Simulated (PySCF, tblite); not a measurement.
# C3H13NSeSi2: geometry, infrared bands and NMR shifts

Aim: predict the infrared bands and NMR shifts of C3H13NSeSi2 (`CC(C)N[SiH2][Se][SiH3]`).

Computed with tblite 0.8.0 and PySCF 2.14.0, with density-fitted response routines of our own, on a single molecule in the gas phase. Atoms count from 0, in the outputs and in this text.

## Step 1: The starting structure

20 atoms, charge 0, multiplicity 1; geometry from: force field or distance geometry start.

Bonds of the start (Å): C0–C1 1.52, C1–C2 1.54, C1–N3 1.48, N3–Si4 1.79, Si4–Se5 2.28, Se5–Si6 2.28, C0–H7 1.10, C0–H8 1.11, C0–H9 1.12, C1–H10 1.12, C2–H11 1.10, C2–H12 1.12, C2–H13 1.11, N3–H14 1.05, Si4–H15 1.47, Si4–H16 1.47, Si6–H17 1.48, Si6–H18 1.48, Si6–H19 1.48.

## Step 2: Geometry optimisation with GFN2-xTB

What the job is given:

```
{"job": {"kind": "relax", "xc": "GFN2-xTB", "basis": "xTB"}, "charge": 0, "multiplicity": 1}
C     -2.396300    -0.123900    -0.592800
C     -1.163300    -0.369200     0.264600
C     -1.496000    -0.212600     1.758300
N     -0.061300     0.554600    -0.070000
Si     0.821200     0.041500    -1.542400
Se     2.761900     1.223300    -1.709200
Si     3.525500     0.298700     0.231200
H     -2.169900    -0.289100    -1.659300
H     -3.213800    -0.822700    -0.301000
H     -2.772000     0.920300    -0.461100
H     -0.837100    -1.431900     0.132300
H     -0.610900    -0.415000     2.378500
H     -2.306900    -0.924800     2.057600
H     -1.851200     0.824600     1.958500
H     -0.434700     1.522100    -0.211400
H      1.132300    -1.391500    -1.474100
H     -0.000800     0.318800    -2.733100
H      3.573200    -1.172800     0.093300
H      2.617400     0.652900     1.343300
H      4.877600     0.807300     0.533600
```

The run is started by

```sh
$ OMP_NUM_THREADS=1 python probes_run.py task.json out
```

The driver reads the jobs from task.json and runs them one after another.

**Question.** This job is followed by: GFN2-xTB harmonic vibrations, gas phase; GIAO PBE0/pcSseg-1 NMR shielding, non-relativistic, gas phase. Predict these results of the whole session: strongest single infrared mode (GFN2-xTB); zero-point energy (GFN2-xTB); 13C shifts against TMS (PBE0/pcSseg-1, means over atoms taken as alike); 1H shifts against TMS (PBE0/pcSseg-1, means over atoms taken as alike); 15N shifts against NH3 (PBE0/pcSseg-1); 29Si shifts against TMS (PBE0/pcSseg-1); 77Se shifts against Me2Se (PBE0/pcSseg-1); surface potential, 1st and 99th percentile.

**Answer**, as computed:

```
                                                               quantity                             value
                              strongest single infrared mode (GFN2-xTB)              717 cm⁻¹, 509 km/mol
                                           zero-point energy (GFN2-xTB)                     94.7 kcal/mol
13C shifts against TMS (PBE0/pcSseg-1, means over atoms taken as alike)                    47.8, 28.9 ppm
 1H shifts against TMS (PBE0/pcSseg-1, means over atoms taken as alike)  5.49, 4.73, 2.78, 1.18, 0.11 ppm
                                 15N shifts against NH3 (PBE0/pcSseg-1)                          65.3 ppm
                                29Si shifts against TMS (PBE0/pcSseg-1)                  -27.8, -60.1 ppm
                              77Se shifts against Me2Se (PBE0/pcSseg-1)                          -610 ppm
                                  surface potential, 1st and 99th percentile                -0.86 V and 1.35 V
```

What this shows: Relaxing lowered the energy by 0.438 eV in 127 steps; the close pair that moved most is N3–Si4, from 1.792 to 1.706 Å. No mode is imaginary among the 54: a minimum at this level. The strongest single mode, at 717 cm⁻¹, moves mainly H16 and H15. Unscaled tight-binding wavenumbers are off by several per cent, some by more. Its intensities can rank the bands wrongly. At PBE0/pcSseg-1: Shielding is most anisotropic at Se5 (span 440 ppm, paramagnetic term -637 ppm). Spin-orbit coupling is left out, which matters for shieldings and couplings at and beside the heavy atoms.
